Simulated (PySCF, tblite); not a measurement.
# C₇H₁₃OP: geometry, infrared bands and NMR shifts

Wanted: the infrared bands and NMR shifts of C₇H₁₃OP (`CCC1=C[P@@]1(=O)C(C)C`), by calculation.

The runs use tblite 0.8.0 and PySCF 2.14.0, with density-fitted response routines of our own; the level of theory stands in each step. All values are computed, except where a source is named. Atoms count from 0, in the outputs and in this text.

## 1. The starting structure

22 atoms, charge 0, multiplicity 1; geometry from: force field or distance geometry start.

Bonds of the start (Å): C0–C1 1.52, C1–C2 1.50, C2–C3 1.35, C3–P4 1.80, P4–O5 1.49, P4–C6 1.79, C6–C7 1.50, C6–C8 1.51, P4–C2 1.79, C0–H9 1.12, C0–H10 1.12, C0–H11 1.10, C1–H12 1.11, C1–H13 1.12, C3–H14 1.10, C6–H15 1.14, C7–H16 1.11, C7–H17 1.12, C7–H18 1.12, C8–H19 1.11, C8–H20 1.12, C8–H21 1.11.

## 2. Optimising the geometry with GFN2-xTB

The job: settings as JSON, then the geometry in Å.

```
{"job": {"kind": "relax", "xc": "GFN2-xTB", "basis": "xTB"}, "charge": 0, "multiplicity": 1}
C      3.291200    -0.444500     0.818700
C      2.455700    -0.169600    -0.416100
C      1.168400     0.515400    -0.063600
C      0.363600     1.588800    -0.222500
P     -0.353500     0.350600     0.873300
O     -0.404200     0.754100     2.306800
C     -1.779300    -0.461400     0.160900
C     -1.610400    -0.900200    -1.265600
C     -2.928000     0.516300     0.230700
H      2.980400     0.177600     1.692900
H      3.292500    -1.534900     1.089400
H      4.342000    -0.185700     0.597100
H      2.235000    -1.099300    -0.989800
H      3.062400     0.476800    -1.092900
H      0.200600     2.575500    -0.669200
H     -2.044100    -1.382300     0.771200
H     -0.550600    -0.949200    -1.598600
H     -2.150400    -0.228500    -1.982600
H     -2.069100    -1.916800    -1.408400
H     -3.910000     0.037300     0.065100
H     -2.863900     1.000000     1.236900
H     -2.738700     1.299400    -0.535500
```

Command:

```console
$ OMP_NUM_THREADS=1 python probes_run.py task.json out
```

This one command runs all jobs of the session in turn.

**Question.** This job is followed by: GFN2-xTB harmonic vibrations, gas phase; GIAO PBE0/pcSseg-1 NMR shielding, non-relativistic, gas phase. Predict these results of the whole session: strongest single infrared mode (GFN2-xTB); zero-point energy (GFN2-xTB); ¹³C shifts against TMS (PBE0/pcSseg-1); ¹H shifts against TMS (PBE0/pcSseg-1, means over atoms taken as alike); ³¹P shifts against H3PO4 (PBE0/pcSseg-1); ¹⁷O shifts against H2O (PBE0/pcSseg-1); surface potential, 1st and 99th percentile.

The runs gave:

```
                                                              quantity                                           value
                             strongest single infrared mode (GFN2-xTB)                           1270 cm⁻¹, 255 km/mol
                                          zero-point energy (GFN2-xTB)                                  114.6 kcal/mol
                                ¹³C shifts against TMS (PBE0/pcSseg-1)  187.5, 155.6, 36.4, 30.4, 20.7, 19.5, 15.9 ppm
¹H shifts against TMS (PBE0/pcSseg-1, means over atoms taken as alike)    8.61, 2.82, 2.57, 2.55, 1.55, 1.41, 0.57 ppm
                              ³¹P shifts against H3PO4 (PBE0/pcSseg-1)                                       -75.9 ppm
                                ¹⁷O shifts against H2O (PBE0/pcSseg-1)                                       100.9 ppm
                                 surface potential, 1st and 99th percentile                              -2.32 V and 0.97 V
```

In words: Relaxing lowered the energy by 0.737 eV in 100 steps; the close pair that moved most is P4–C6, from 1.789 to 1.848 Å. No mode is imaginary among the 60: a minimum at this level. The strongest single mode, at 1270 cm⁻¹, moves mainly O5 and P4. Unscaled tight-binding wavenumbers are off by several per cent, some by more. Its intensities can rank the bands wrongly. At PBE0/pcSseg-1: The largest span, 546 ppm, is at P4, where the paramagnetic term is -572 ppm. By nearest atom (PBE0/pcSseg-1), the HOMO sits on O5 43 %; C2, C3 about 16 % each and the LUMO on C2, C3 about 33 % each; H14 10 %.
